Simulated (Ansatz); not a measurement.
# InSi2H7 (SMILES [SiH3][SiH2][InH2]): BHLYP/def2-SVP (core potential)

What is the energy change on altering one bond length of InSi2H7 at BHLYP/def2-SVP (core potential)? 

The results are computed with Ansatz 0.2.0.

54 further runs of the same task are left out: 54 set aside as unsound or not needed.

**1. The molecule**

The species is InSi2H7 (10 atoms), meant as a singlet with charge 0. SMILES: `[SiH3][SiH2][InH2]`. Geometry: relaxed at PBE0-D4/def2-TZVP.

Bond lengths: Si1–Si2 2.339 Å, Si2–In3 2.571 Å, Si1–H4 1.488 Å, Si1–H5 1.489 Å, Si1–H6 1.489 Å, Si2–H7 1.491 Å, Si2–H8 1.492 Å, In3–H9 1.728 Å, In3–H10 1.728 Å. Some angles: Si1–Si2–In3 110.2°, Si1–Si2–H7 108.2°, Si1–Si2–H8 107.8°, In3–Si2–H7 111.9°, In3–Si2–H8 111.1°, Si2–Si1–H4 112.1°, Si2–Si1–H5 109.8°, Si2–Si1–H6 109.8°, Si2–In3–H9 121.0°, Si2–In3–H10 120.2°.

**2. A single-point energy at BHLYP/def2-SVP (core potential)**

in.yaml reads:

```yaml
crystal:
  periodic: [false, false, false]
  atoms:
    - {symbol: Si, position_ang: [-1.450900, 0.732300, -0.821600]}
    - {symbol: Si, position_ang: [0.023100, -0.982700, -0.222400]}
    - {symbol: In, position_ang: [1.884800, -0.062700, 1.293100]}
    - {symbol: H, position_ang: [-2.541100, 0.248700, -1.711500]}
    - {symbol: H, position_ang: [-0.707700, 1.812100, -1.527500]}
    - {symbol: H, position_ang: [-2.065700, 1.320500, 0.400500]}
    - {symbol: H, position_ang: [-0.761300, -2.056900, 0.451800]}
    - {symbol: H, position_ang: [0.588700, -1.557900, -1.477300]}
    - {symbol: H, position_ang: [1.761400, -0.160900, 3.013900]}
    - {symbol: H, position_ang: [3.268800, 0.707500, 0.601100]}
basis:
  gaussian: {orbitals: def2-SVP}
total_charge: 0
hamiltonian: {xc: {name: BHLYP}}
accuracy: high
output: {orbitals: {seedname: orbitals}}
```

Launch:

```sh
$ ansatz run in.yaml --threads 1 --pin off --max-ram 3480MiB --events-out events.jsonl --progress --plain --runs-dir runs
```

The program printed:

```text
Warning: RAYON_NUM_THREADS=1 ignored (pool sized by the plan → 1); use --threads N
Functional definition: BHLYP
  name "BHLYP"
  parameter a = 0.5
  exchange = (1 - a)*b88_x + a*exact_x
  correlation = lyp_c
2240 factors; integrals over basis functions are off by at most 8.6e-9 eV
mean field evaluation 1: about -21034.1411 eV, gradient 1.1e1 eV
mean field evaluation 2: about -21034.5909 eV, gradient 4.9e0 eV
mean field evaluation 4: about -21034.6582 eV, gradient 1.3e0 eV
mean field evaluation 8: about -21034.8773 eV, gradient 7.4e-2 eV
mean field evaluation 16: about -21034.8774 eV, gradient 9.8e-6 eV
mean field -21034.87735474 eV, -773.0174848348 hartree, gradient 8.9e-8 eV, S^2 0.000000; 0 other end points of the search recorded, 0 dependent functions left out
reference -21034.87738921 eV, -773.0174861014 hartree; 28, 28 occupied and 69, 69 virtual orbitals, 2240 factors
Total energy: -21034.87738921 eV, -773.0174861014 hartree
```

Wall time 13 s (1 thread of Arm Neoverse V1, shared host); peak memory 0.38 GiB.

**3. The distorted shape at the same level**

run.yaml reads:

```yaml
crystal:
  periodic: [false, false, false]
  atoms:
    - {symbol: Si, position_ang: [-1.413881, 0.761759, -1.337825]}
    - {symbol: Si, position_ang: [0.060119, -0.953241, -0.738625]}
    - {symbol: In, position_ang: [1.921819, -0.033241, 0.776875]}
    - {symbol: H, position_ang: [-2.504081, 0.278159, -2.227725]}
    - {symbol: H, position_ang: [-0.670681, 1.841559, -2.043725]}
    - {symbol: H, position_ang: [-2.028681, 1.349959, -0.115725]}
    - {symbol: H, position_ang: [-0.724281, -2.027441, -0.064425]}
    - {symbol: H, position_ang: [0.625719, -1.528441, -1.993525]}
    - {symbol: H, position_ang: [1.761400, -0.160900, 3.013900]}
    - {symbol: H, position_ang: [3.305819, 0.736959, 0.084875]}
basis:
  gaussian:
    orbitals: def2-SVP
hamiltonian:
  xc: {name: BHLYP}
accuracy: high
output: {orbitals: {seedname: orbitals}}
```

Launch:

```sh
$ ansatz run run.yaml --threads 1 --pin off --max-ram 3480MiB --events-out events.jsonl --progress --plain --runs-dir runs
```

The program printed:

```text
Warning: RAYON_NUM_THREADS=1 ignored (pool sized by the plan → 1); use --threads N
Functional definition: BHLYP
  name "BHLYP"
  parameter a = 0.5
  exchange = (1 - a)*b88_x + a*exact_x
  correlation = lyp_c
2232 factors; integrals over basis functions are off by at most 8.0e-9 eV
mean field evaluation 1: about -21033.1517 eV, gradient 1.2e1 eV
mean field evaluation 2: about -21033.6492 eV, gradient 6.2e0 eV
mean field evaluation 4: about -21033.7805 eV, gradient 1.3e0 eV
mean field evaluation 8: about -21033.9948 eV, gradient 1.1e-1 eV
mean field evaluation 16: about -21033.9948 eV, gradient 8.5e-6 eV
mean field -21033.99481770 eV, -772.9850521968 hartree, gradient 2.7e-8 eV, S^2 0.000000; 0 other end points of the search recorded, 0 dependent functions left out
reference -21033.99485279 eV, -772.9850534864 hartree; 28, 28 occupied and 69, 69 virtual orbitals, 2232 factors
Total energy: -21033.99485279 eV, -772.9850534864 hartree
```

It took 14 s on 1 thread of Arm Neoverse V1, shared host; peak memory 0.38 GiB.

**4. Summary of results**

At BHLYP/def2-SVP (core potential):

| quantity | value |
| --- | --- |
| first shape: total energy | -773.01749 Eh |
| first shape: HOMO energy | -8.13 eV |
| first shape: LUMO energy | -1.49 eV |
| first shape: HOMO–LUMO gap | 6.64 eV |
| distorted shape: total energy | -772.98505 Eh |
| distorted shape: HOMO energy | -7.98 eV |
| distorted shape: LUMO energy | -1.61 eV |
| distorted shape: HOMO–LUMO gap | 6.37 eV |
| energy change with the In3–H9 bond stretched from 1.728 to 2.246 Å | 0.883 eV |

What this shows: With the In3–H9 bond stretched from 1.728 to 2.246 Å the energy rises by 0.88 eV (20.4 kcal/mol). The first shape isn't relaxed at this level, so the change isn't measured from a minimum.
